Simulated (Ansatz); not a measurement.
# CdF2: the cost of one run

Program: Ansatz 0.2.0. Level of theory: DFT PBE, scalar-relativistic, plane waves, PAW. These are calculated values, not measurements.

1 further run of the same task is left out (set aside as unsound or not needed).

**1. The system as given**

It takes space group Fm-3m (No. 225, cubic). The conventional cell has a = 5.481 Å, b = 5.481 Å, c = 5.481 Å, α = 90.00°, β = 90.00°, γ = 90.00°. Around Cd (site symmetry m-3m) lie 8 F at 2.37 Å. Around F (site symmetry -43m) lie 4 Cd at 2.37 Å.

As a file:

```
CELL_PARAMETERS angstrom
0.00000 2.74062 2.74062
2.74062 0.00000 2.74062
2.74062 2.74062 0.00000
ATOMIC_POSITIONS crystal
Cd 0.00000 0.00000 0.00000
F 0.25000 0.25000 0.25000
F 0.75000 0.75000 0.75000
```

It goes back to an entry of the Materials Project, which need not be the stable form.

It is the result of an earlier relaxation at this level (volume 13.72 Å³/atom; gap on the mesh: 2.92 eV).

**2. The bulk's band edges**

input.yaml reads:

```yaml
crystal:
  lattice:
    - [0.0, 2.7406245308, 2.7406245308]
    - [2.7406245308, 0.0, 2.7406245308]
    - [2.7406245308, 2.7406245308, 0.0]
  atoms:
    - { symbol: Cd, position: [0.0, 0.0, 0.0] }
    - { symbol: F, position: [0.25, 0.25, 0.25] }
    - { symbol: F, position: [0.75, 0.75, 0.75] }
basis:
  ecutwfc: 420
kpoints:
  mp_grid: { grid: [8, 8, 8] }
  band_path: { path: [VBM, CBM], npoints: 2 }
hamiltonian:
  xc: pbe
scf:
  occupations: { method: gaussian, width: 0.02 }
output:
  forces: true
  stress: true
  eigenvalues: true
```

The run is started by

```
> ansatz run input.yaml --threads 4 --pin off --max-ram 8192MiB --backend cpu --events-out ev --progress --plain --runs-dir out
```

**Question.** How long does this run take on 4 threads of AMD EPYC (Zen 3), shared host, and how much memory does it need?

About 2.8 s, with a peak of 0.34 GiB.
